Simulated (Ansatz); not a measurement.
# LaNi2B2C (I4/mmm): La as an interstitial

What happens around La as an interstitial in LaNi2B2C (I4/mmm)? The defect sits in a supercell of 18 host atoms, whose cell is held.

Program: Ansatz 0.2.0. Level of theory: DFT PBEsol, scalar-relativistic, plane waves, PAW. These are calculated values, not measurements.

## (1) The system as given

The cell holds 19 atoms (C3B6La4Ni6): a = 5.294 Å, b = 5.544 Å, c = 8.371 Å, α = 81.32°, β = 71.57°, γ = 61.48°.

The coordinates of this cell stand in the input of its own run.

The host was relaxed before at PBEsol: a = 3.744 Å, b = 3.744 Å, c = 9.743 Å, α = 90.00°, β = 90.00°, γ = 90.00° (conventional cell), 11.378 Å³/atom.

Places, in fractions of the supercell: La as an interstitial at (0.708, 0.333, 0.000). Its neighbours start displaced at random, with a spread of 0.05 Å in each coordinate.

## (2) The perfect crystal in the supercell of 18 atoms

input.yaml reads:

```yaml
crystal:
  lattice:
    - [3.743616181, 3.743616181, 0.0]
    - [1.8718080905, 1.8718080905, 4.8713101542]
    - [7.487232362, -3.743616181, 0.0]
  atoms:
    - { symbol: B, position: [0.6531392875, 0.6937214249, 1.0] }
    - { symbol: B, position: [0.9864726209, 0.6937214249, 0.3333333333] }
    - { symbol: B, position: [0.3198059542, 0.6937214249, 0.6666666667] }
    - { symbol: B, position: [0.3468607125, 0.3062785751, 0.0] }
    - { symbol: B, position: [0.6801940458, 0.3062785751, 0.3333333333] }
    - { symbol: B, position: [0.0135273791, 0.3062785751, 0.6666666667] }
    - { symbol: C, position: [0.5, 1.0, 0.0] }
    - { symbol: C, position: [0.8333333333, 0.0, 0.3333333333] }
    - { symbol: C, position: [0.1666666667, 0.0, 0.6666666667] }
    - { symbol: La, position: [0.0, 0.0, 1.0] }
    - { symbol: La, position: [0.3333333333, 0.0, 0.3333333333] }
    - { symbol: La, position: [0.6666666667, 0.0, 0.6666666667] }
    - { symbol: Ni, position: [0.0833333333, 0.5, 0.8333333333] }
    - { symbol: Ni, position: [0.4166666667, 0.5, 0.1666666667] }
    - { symbol: Ni, position: [0.75, 0.5, 0.5] }
    - { symbol: Ni, position: [0.9166666667, 0.5, 0.1666666667] }
    - { symbol: Ni, position: [0.25, 0.5, 0.5] }
    - { symbol: Ni, position: [0.5833333333, 0.5, 0.8333333333] }
basis:
  ecutwfc: 420
  xc_grid: 2
kpoints:
  mp_grid: { grid: [5, 5, 5], shift: [0.0, 0.0, 0.0] }
hamiltonian:
  xc: pbesol
scf:
  occupations: { method: gaussian, width: 0.05 }
output:
  forces: true
  stress: true
  eigenvalues: true
```

The run is started by

```
$ ansatz run input.yaml --threads 8 --pin off --max-ram 14336MiB --backend cpu --events-out ev --progress --plain --runs-dir out
```

The log of the run, cut to the lines that bear on the results:

```text
Warning: RAYON_NUM_THREADS=8 ignored (pool sized by the plan → 8); use --threads N
[...]
Pseudopotentials: kind: paw
Pseudopotential: B, paw, valence charge 3, recommended cutoff 420 eV (normal), B.paw.azcp
Pseudopotential: C, paw, valence charge 4, recommended cutoff 420 eV (normal), C.paw.azcp
Pseudopotential: La, paw, valence charge 11, recommended cutoff 420 eV (normal), La.paw.azcp
Pseudopotential: Ni, paw, valence charge 18, recommended cutoff 420 eV (normal), Ni.paw.azcp
Functional definition: PBEsol
[...]
Crystal: 18 atoms, lattice volume = 204.809 Å³
Basis set: ecut = 420 eV, 4007 PW (Γ), exchange–correlation on 72×80×120 points (8 copies of the dense FFT grid, shifted against one another)
Bands: 104, of which v1, the nominal top of the filled ones, is band 86 counted from 1 (85 counted from 0)
Symmetry: 24 space group operations
Space group: I4/mmm (ITA 139), of the structure as read, at distance tolerance 5.9e-5 Å
k-points: 27 of 125
[...]
SCF iter   1: F=—  HF=-54978.196940 eV  |F-HF|=—  |Δ(HF+E_count)|=         —  Δρ=6.92e-3  dr2=9.18e-2  ethr=1.77e-3  ⟨swp⟩=6.3  Hψ=10638  notcnv=0  defer=21
[...]
SCF iter   8: F=-54978.164068 eV  HF=-54978.164068 eV  |F-HF|=2.18e-9  |Δ(HF+E_count)|=   2.21e-8  Δρ=1.46e-6  dr2=4.46e-9  ethr=5.85e-11  ⟨swp⟩=4.0  Hψ=9905  notcnv=0
[...]
SCF converged after 8 iterations
Free energy (F): -54978.164068 eV
[...]
E sigma→0 (E₀):  -54978.160715 eV
Entropy (-TS):   -0.006706 eV (-0.373 meV/atom)
Fermi energy:    14.879164 eV
[...]
--- Forces (eV/Å), atoms counted from 1 ---
  atom   1  B      0.00000000     0.00000000    -0.01001152
  atom   2  B     -0.00000000     0.00000000    -0.01001152
  atom   3  B     -0.00000000     0.00000000    -0.01001152
  atom   4  B      0.00000000     0.00000000     0.01001152
  atom   5  B      0.00000000     0.00000000     0.01001152
  atom   6  B      0.00000000    -0.00000000     0.01001152
  atom   7  C      0.00000000    -0.00000000     0.00000000
  atom   8  C      0.00000000     0.00000000     0.00000000
[...]
--- Stress (GPa, compression-positive) ---
       -0.243114      -0.460220       0.000000
       -0.460220      -0.243114      -0.000000
       -0.000000      -0.000000       0.524959
  P = ⅓ Tr σ = 0.0129 GPa (0.129 kbar)
--- Band table (eV; the first three rows and the last of 27) ---
[...]
```

It took 5.6 s on 8 threads of AMD EPYC 7B13 (Zen 3), shared host; peak memory 1.6 GiB.

This gives: volume 11.378 Å³/atom, pressure 0.01 GPa, no gap.

## (3) Charge 0, atoms relaxed

input.yaml reads:

```yaml
crystal:
  lattice:
    - [3.743616181, 3.743616181, 0.0]
    - [1.8718080905, 1.8718080905, 4.8713101542]
    - [7.487232362, -3.743616181, 0.0]
  atoms:
    - { symbol: B, position: [0.6328962554, 0.6975606916, 1.0037881184] }
    - { symbol: B, position: [0.9864726209, 0.6937214249, 0.3333333333] }
    - { symbol: B, position: [0.3198059542, 0.6937214249, 0.6666666667] }
    - { symbol: B, position: [0.3447430346, 0.3054156001, -0.0005437795] }
    - { symbol: B, position: [0.6801940458, 0.3062785751, 0.3333333333] }
    - { symbol: B, position: [0.0135273791, 0.3062785751, 0.6666666667] }
    - { symbol: C, position: [0.5, 1.0, 0.0] }
    - { symbol: C, position: [0.8333333333, 0.0, 0.3333333333] }
    - { symbol: C, position: [0.1666666667, 0.0, 0.6666666667] }
    - { symbol: La, position: [0.0057433442, 0.0073435192, 0.9993248693] }
    - { symbol: La, position: [0.3333333333, 0.0, 0.3333333333] }
    - { symbol: La, position: [0.6666666667, 0.0, 0.6666666667] }
    - { symbol: Ni, position: [0.0833333333, 0.5, 0.8333333333] }
    - { symbol: Ni, position: [0.421439737, 0.5032138364, 0.1558039102] }
    - { symbol: Ni, position: [0.75, 0.5, 0.5] }
    - { symbol: Ni, position: [0.9166666667, 0.5, 0.1666666667] }
    - { symbol: Ni, position: [0.25, 0.5, 0.5] }
    - { symbol: Ni, position: [0.5770382718, 0.5003232128, 0.8403979606] }
    - { symbol: La, position: [0.7051976401, 0.3338864633, -0.0010729647] }
basis:
  ecutwfc: 420
  xc_grid: 2
kpoints:
  mp_grid: { grid: [5, 5, 5], shift: [0.0, 0.0, 0.0] }
hamiltonian:
  xc: pbesol
scf:
  occupations: { method: gaussian, width: 0.05 }
output:
  forces: true
  stress: false
  eigenvalues: true
relax:
  adjacent_minimum: "off"
  f_tol: 0.03
  max_steps: 40
```

The run is started by

```
$ ansatz run input.yaml --threads 8 --pin off --max-ram 14336MiB --backend cpu --events-out ev --progress --plain --runs-dir out
```

The log of the run, cut to the lines that bear on the results:

```text
Warning: RAYON_NUM_THREADS=8 ignored (pool sized by the plan → 8); use --threads N
[...]
[... 6 set-up lines as earlier in the session ...]
[...]
Crystal: 19 atoms, lattice volume = 204.809 Å³
Basis set: ecut = 420 eV, 4007 PW (Γ), exchange–correlation on 72×80×120 points (8 copies of the dense FFT grid, shifted against one another)
Bands: 110, of which v1, the nominal top of the filled ones, is band 91 counted from 1 (90 counted from 0)
Symmetry: 1 space group operations
Space group: P1 (ITA 1), of the structure as read, at distance tolerance 5.9e-5 Å
[...]
relax step   7: F+E_penalty+E_count = -61131.18868289 eV  Δ(F+E_penalty+E_count) = -4.604e-1 eV  max|allowed force component| = 5.691e-1 eV/Å  Δτ_max = 0.2000 Å  (7 SCF iters, dr2 threshold 1.00e-4 eV, accepted)
[...]
relax step  10: F+E_penalty+E_count = -61132.26933931 eV  Δ(F+E_penalty+E_count) = -3.563e-1 eV  max|allowed force component| = 5.225e-1 eV/Å  Δτ_max = 0.1970 Å  (8 SCF iters, dr2 threshold 1.00e-4 eV, accepted)
[...]
relax step  12: F+E_penalty+E_count = -61132.50545224 eV  Δ(F+E_penalty+E_count) = -1.463e-2 eV  max|allowed force component| = 5.046e-2 eV/Å  Δτ_max = 0.0301 Å  (7 SCF iters, dr2 threshold 2.66e-6 eV, accepted)
relax step  13: F+E_penalty+E_count = -61132.50781323 eV  Δ(F+E_penalty+E_count) = -2.361e-3 eV  max|allowed force component| = 3.926e-2 eV/Å  Δτ_max = 0.0163 Å  (8 SCF iters, accepted)
SCF iter   1: F=—  HF=-61132.510414 eV  |F-HF|=—  |Δ(HF+E_count)|=         —  Δρ=2.04e-3  dr2=7.05e-3  ethr=5.59e-5  ⟨swp⟩=3.0  Hψ=13261  notcnv=0  defer=793
```

## (4) More of the same log: La_i, charge +0, atoms relaxed at the host's cell

Output, continued:

```text
preconditioner: auto → Kerker (q_TF=auto, 2.675 Å⁻¹)  [metal: Δε(μ)=0.012 eV  Ē_g=8.444 eV  σ=0.050 eV  W_gap=0.13  n_scr=64 (ndim 8)  ℏωp=29.1 eV  f_vac=0.000  D(μ)=7.11/eV (n_scr^D=54)]
SCF iter   2: F=—  HF=-61132.509337 eV  |F-HF|=—  |Δ(HF+E_count)|=   1.08e-3  Δρ=1.01e-3  dr2=2.21e-3  ethr=3.88e-6  ⟨swp⟩=1.9  Hψ=8103  notcnv=0  defer=793
SCF iter   3: F=—  HF=-61132.508796 eV  |F-HF|=—  |Δ(HF+E_count)|=   5.41e-4  Δρ=2.95e-4  dr2=2.22e-4  ethr=1.22e-6  ⟨swp⟩=2.0  Hψ=9503  notcnv=0  defer=793
SCF iter   4: F=—  HF=-61132.508759 eV  |F-HF|=—  |Δ(HF+E_count)|=   3.74e-5  Δρ=1.04e-4  dr2=2.22e-5  ethr=1.22e-7  ⟨swp⟩=2.0  Hψ=11872  notcnv=0  defer=793
SCF iter   5: F=—  HF=-61132.508810 eV  |F-HF|=—  |Δ(HF+E_count)|=   5.16e-5  Δρ=3.60e-5  dr2=2.45e-6  ethr=1.22e-8  ⟨swp⟩=2.0  Hψ=8624  notcnv=0  defer=793
SCF iter   6: F=—  HF=-61132.508810 eV  |F-HF|=—  |Δ(HF+E_count)|=   4.78e-7  Δρ=2.07e-5  dr2=7.11e-7  ethr=1.35e-9  ⟨swp⟩=2.0  Hψ=11886  notcnv=0  defer=793
SCF iter   7: F=—  HF=-61132.508810 eV  |F-HF|=—  |Δ(HF+E_count)|=   7.63e-8  Δρ=8.84e-6  dr2=1.23e-7  ethr=3.91e-10  ⟨swp⟩=2.0  Hψ=8663  notcnv=0  defer=793
SCF iter   8: F=-61132.508810 eV  HF=-61132.508810 eV  |F-HF|=7.31e-9  |Δ(HF+E_count)|=   2.20e-8  Δρ=1.88e-6  dr2=9.26e-9  ethr=5.49e-11  ⟨swp⟩=13.1  Hψ=34744  notcnv=0
SCF 14 converged in 8 iterations: F = -61132.508810 eV  dr2 = 9.26e-9
relax step  14: F+E_penalty+E_count = -61132.50880982 eV  Δ(F+E_penalty+E_count) = -9.966e-4 eV  max|allowed force component| = 1.875e-2 eV/Å  Δτ_max = 0.0179 Å  (8 SCF iters, accepted)
SCF converged after 8 iterations
Free energy (F): -61132.508810 eV
Harris-Foulkes:  -61132.508810 eV  (|F-HF|=7.31e-9)
Internal energy: -61132.499939 eV  (E = F + TS)
E sigma→0 (E₀):  -61132.504374 eV
Entropy (-TS):   -0.008871 eV (-0.467 meV/atom)
Fermi energy:    17.307150 eV
--- Per-component energies (eV) ---
  E_band       = -1451.077468
  E_kinetic    = 3117.272085
  E_local      = -29532.923572  (includes V_loc(G=0)·N_el)
  E_nonlocal   = 4372.503524
  E_hartree    = 12869.692590
  E_xc         = -1430.001073
  E_vxc        = -1697.487276  (∫ρ·V_xc dr)
  E_paw        = -31633.520969  (= ΣΔE_a)
  E_vpaw       = -3449.822600  (= ΣTr[D̂ρ^β])
  E_aug_tail   = 0.003010  (compensation charges beyond the density's cutoff)
  E_ewald      = -18897.538871
  E_core_change = 2.013338  (= ΣΔE_core)
  E_smearing   = -0.008871  (= −TS)
  E_closure    = -0.000000  (closes the sum)
  Σ components = -61132.508810   (vs F -61132.508810, Δ=0.00e0)
--- Forces (eV/Å), atoms counted from 1 ---
  atom   1  B      0.00761861     0.01644491     0.00237366
  atom   2  B     -0.00527128    -0.00704328     0.01362351
  atom   3  B     -0.00035863    -0.00424269     0.01875201
  atom   4  B     -0.00554195    -0.01664836    -0.00242478
  atom   5  B     -0.00121705     0.00630398    -0.01820512
  atom   6  B      0.00548784     0.00747067    -0.01363387
  atom   7  C      0.00049722    -0.00041576     0.00040993
  atom   8  C      0.00185703    -0.00189645    -0.00131097
  atom   9  C     -0.00242712     0.00179743     0.00227752
  atom  10  La     0.00028797     0.00384406    -0.01211601
  atom  11  La    -0.00966690    -0.00565347    -0.00739444
  atom  12  La     0.00766832     0.00564862     0.00756850
  atom  13  Ni     0.00881333     0.01460467    -0.01340695
  atom  14  Ni     0.01567103    -0.00059789    -0.00616041
  atom  15  Ni     0.01446639    -0.00027504     0.00512407
  atom  16  Ni    -0.00904045    -0.01377930     0.01222147
  atom  17  Ni    -0.01388474     0.00309123    -0.00667672
  atom  18  Ni    -0.01676082    -0.00290325     0.00776446
  atom  19  La     0.00179917    -0.00575038     0.01121349
  max |Σ_I F_I| component: 2.03e-6 eV/Å
--- Band table (eV; the first three rows and the last of 63) ---
  k-point 0: bands = ["-86.2652", "-86.2645", "-86.1248", "-86.1206", "-85.9125", "-85.9108", "-46.9831", "-46.9827", "-46.8718", "-46.8647", "-46.8164", "-46.7843", "-46.7217", "-46.7212", "-46.6898", "-46.6812", "-46.5721", "-46.5549", "-46.5302", "-46.5206", "-46.4967", "-46.4958", "-46.3626", "-46.3605", "-15.0759", "-14.4600", "-14.3549", "-13.7902", "-1.4540", "0.2643", "0.3461", "0.4561", "0.9309", "1.1772", "1.3016", "1.5139", "1.7315", "1.8581", "1.9849", "4.0600", "4.1723", "4.9475", "5.1786", "8.0017", "8.4868", "8.5329", "8.8796", "10.4861", "11.1473", "11.4169", "11.8148", "11.9616", "12.1608", "12.4595", "12.5597", "12.7694", "12.7961", "13.1051", "13.2049", "13.4419", "13.7492", "13.8183", "13.9390", "13.9684", "14.0153", "14.0284", "14.3532", "14.3863", "14.5615", "14.5745", "14.6201", "14.7032", "14.7857", "14.7895", "15.0792", "15.1136", "15.1348", "15.1571", "15.3992", "15.4039", "15.4161", "15.6143", "15.6458", "15.8858", "16.0367", "16.0476", "16.0859", "16.2611", "16.5294", "16.6103", "16.8747", "16.9364", "17.6375", "17.7443", "18.1422", "18.4967", "18.6331", "18.7815", "19.0627", "19.4397", "19.7109", "19.7372", "20.1107", "20.1509", "20.2612", "20.3360", "20.4200", "20.4616", "20.5298", "20.5758"]
  k-point 1: bands = ["-86.2652", "-86.2645", "-86.1248", "-86.1206", "-85.9125", "-85.9108", "-46.9831", "-46.9827", "-46.8719", "-46.8647", "-46.8164", "-46.7843", "-46.7217", "-46.7212", "-46.6896", "-46.6814", "-46.5724", "-46.5547", "-46.5302", "-46.5206", "-46.4974", "-46.4952", "-46.3625", "-46.3605", "-15.0747", "-14.4713", "-14.3441", "-13.7910", "-1.4537", "0.2966", "0.3811", "0.4686", "0.9471", "1.1317", "1.3135", "1.4633", "1.6274", "1.7577", "2.1049", "4.0600", "4.3655", "4.7762", "5.2736", "7.9630", "8.4600", "8.5977", "8.8439", "10.3966", "11.2011", "11.4765", "11.7595", "12.0325", "12.2525", "12.4627", "12.5707", "12.6930", "12.7759", "13.0021", "13.2130", "13.4565", "13.6727", "13.7945", "13.9273", "14.0243", "14.0548", "14.1640", "14.2803", "14.3813", "14.4705", "14.5399", "14.7291", "14.7639", "14.8133", "14.8793", "15.0471", "15.0687", "15.1408", "15.1783", "15.2652", "15.3712", "15.4515", "15.5175", "15.6101", "15.9071", "15.9171", "16.0050", "16.1030", "16.3587", "16.5206", "16.8294", "16.9139", "16.9556", "17.4088", "17.6998", "18.1629", "18.4202", "18.6153", "18.7157", "19.2894", "19.4277", "19.6617", "19.7503", "20.1275", "20.1796", "20.2621", "20.3187", "20.4036", "20.5336", "20.5666", "20.5877"]
  k-point 2: bands = ["-86.2652", "-86.2645", "-86.1248", "-86.1206", "-85.9125", "-85.9108", "-46.9831", "-46.9827", "-46.8719", "-46.8647", "-46.8164", "-46.7843", "-46.7217", "-46.7212", "-46.6891", "-46.6818", "-46.5729", "-46.5543", "-46.5301", "-46.5206", "-46.4980", "-46.4947", "-46.3626", "-46.3605", "-15.0728", "-14.4865", "-14.3297", "-13.7923", "-1.4532", "0.3319", "0.4627", "0.5257", "0.9202", "1.0565", "1.3474", "1.3854", "1.4393", "1.7452", "2.1685", "4.0724", "4.5797", "4.8172", "5.1796", "7.9027", "8.4721", "8.6571", "8.7715", "10.3223", "11.1631", "11.6822", "11.8967", "11.9992", "12.2905", "12.3844", "12.4912", "12.6508", "12.7765", "12.8604", "13.2846", "13.4320", "13.6551", "13.7769", "13.9824", "14.0614", "14.0979", "14.1813", "14.2593", "14.3196", "14.4372", "14.6864", "14.7454", "14.8132", "14.8761", "14.9153", "14.9565", "15.0530", "15.0956", "15.1743", "15.2098", "15.2732", "15.3642", "15.4362", "15.5964", "15.8593", "15.9190", "16.0498", "16.1214", "16.4267", "16.5007", "16.7561", "17.0415", "17.1484", "17.3158", "17.7352", "18.0041", "18.2688", "18.4761", "18.8412", "19.3441", "19.5797", "19.6341", "19.6979", "20.1432", "20.2285", "20.2843", "20.3461", "20.4101", "20.4968", "20.5982", "20.6104"]
  k-point 62: bands = ["-86.2652", "-86.2645", "-86.1239", "-86.1215", "-85.9125", "-85.9109", "-46.9830", "-46.9826", "-46.8715", "-46.8646", "-46.8090", "-46.7913", "-46.7205", "-46.7200", "-46.6877", "-46.6840", "-46.5729", "-46.5543", "-46.5289", "-46.5230", "-46.4988", "-46.4953", "-46.3625", "-46.3605", "-14.7857", "-14.4663", "-14.3702", "-14.1384", "-0.3707", "-0.1422", "0.2952", "0.4368", "0.8620", "1.0531", "1.0881", "1.3916", "1.7266", "1.9551", "2.0326", "2.4765", "5.2249", "5.5899", "5.8376", "7.8856", "8.2938", "8.5035", "9.8980", "10.7950", "11.0446", "11.3671", "11.4253", "11.9516", "12.0584", "12.1198", "12.3766", "12.4576", "12.6578", "12.9128", "12.9811", "13.2325", "13.2507", "13.4004", "13.6808", "13.7300", "13.8686", "14.0020", "14.1489", "14.2179", "14.2840", "14.3981", "14.5082", "14.6795", "14.7618", "14.8099", "14.9618", "15.1018", "15.1818", "15.2755", "15.3696", "15.3952", "15.5237", "15.6077", "15.6438", "15.7192", "15.8467", "15.9264", "16.0907", "16.3037", "16.6770", "16.8363", "17.2448", "17.6294", "17.7771", "18.5219", "18.5595", "18.9088", "18.9827", "19.1297", "19.3852", "19.4857", "19.6633", "19.6752", "19.8071", "19.9583", "20.0334", "20.1587", "20.3105", "20.3655", "20.4270", "20.4585"]
--- Relaxed structure (14 steps of the walk, 14 accepted, 0 SCFs on fresh bases) ---
  F+E_penalty+E_count = -61132.50880982 eV   max|allowed force component| = 1.875e-2 eV/Å
  atoms:
    - { symbol: B, position: [0.6782143456610574, 0.7516436094028811, 1.0484613701379704] }
    - { symbol: B, position: [1.0198398019873345, 0.68686992874139, 0.33711604768661263] }
    - { symbol: B, position: [0.25807343067358596, 0.7600689685125696, 0.635468073573497] }
    - { symbol: B, position: [0.2889653652840578, 0.28501768353230367, -0.048787940789148276] }
    - { symbol: B, position: [0.7084837014005758, 0.27648554964467864, 0.3645502559383852] }
    - { symbol: B, position: [-0.05257819368884986, 0.34974709236632806, 0.6625931269379134] }
    - { symbol: C, position: [0.4834905733880973, 1.0183620285022328, -7.931770411484518e-5] }
    - { symbol: C, position: [0.8724212269201232, -0.010481288068924687, 0.3174146057303414] }
    - { symbol: C, position: [0.09432221237740471, 0.04710864125985431, 0.6824960563382256] }
    - { symbol: La, position: [0.23131804548359164, -0.22116704404264373, 0.9681482481589901] }
    - { symbol: La, position: [0.3153363555801295, 0.06956304122559434, 0.34438802094848714] }
    - { symbol: La, position: [0.6514301525617074, -0.03304176236716334, 0.6554589465599924] }
    - { symbol: Ni, position: [-0.005752699556386298, 0.5385399718369833, 0.8306259029541331] }
    - { symbol: Ni, position: [0.45331063044965914, 0.5992576243145009, 0.26032052835814745] }
    - { symbol: Ni, position: [0.7301311072496681, 0.5427539782842339, 0.47430300336983916] }
    - { symbol: Ni, position: [0.9730047258914183, 0.4981964486414082, 0.1690332007669798] }
    - { symbol: Ni, position: [0.23694018663788818, 0.49391342342527667, 0.5253507357791692] }
    - { symbol: Ni, position: [0.514101438970276, 0.43721286914036556, 0.7392958281500054] }
    - { symbol: La, position: [0.7360058758286598, 0.2576925590481303, 0.0315414214045725] }
```

It took 9.1 min on 8 threads of AMD EPYC 7B13 (Zen 3), shared host; peak memory 2.5 GiB.

Relaxation path:

```
step  energy from step 1 (eV/cell)  largest force component (eV/Å)
   1                        0.0000                         79.5330
   2                      -18.0424                         31.7811
   3                      -29.7141                         15.8669
   4                      -36.3101                          8.1106
   5                      -39.8895                          2.4901
   6                      -41.4201                          1.5180
   7                      -41.8805                          0.5691
   8                      -42.1824                          0.7628
   9                      -42.6049                          0.8584
  10                      -42.9611                          0.5225
  11                      -43.1826                          0.1641
  12                      -43.1973                          0.0505
  13                      -43.1996                          0.0393
  14                      -43.2006                          0.0188
```

Step 1 is the start.

The atom that moved most is La10, by 1.25 Å.

Result: free energy -61132.509 eV, no gap on the mesh.

## (5) How the shell moved

| state | neighbours of the first change (round the atom where it ends) | largest move from the ideal sites (Å) | cell moment (μB) | gap on the mesh (eV) |
| --- | --- | --- | --- | --- |
| ideal sites | 2 Ni at 1.69, 1 La at 1.75, 1 B at 1.88, 1 B at 1.99 Å |  | 0.00 |  |
| charge 0 | 1 C at 2.38, 1 Ni at 2.46, 1 B at 2.59, 1 B at 2.63, 1 Ni at 2.63 Å | 1.24 | 0.00 | none |

## (6) What came out

```
                 quantity    value
formation energy, neutral  6.93 eV
    largest move, neutral   1.24 Å
```

**Reading.** With atoms taken from and given to the elements' standard states, the neutral defect costs 6.93 eV; that is one limit of the chemical potentials, and it holds no correction for gases. A cell of 18 atoms is small: the defect feels its images, and no test of size was made. Spin–orbit coupling is left out.

No run allows spin polarisation, though the cell holds Ni.
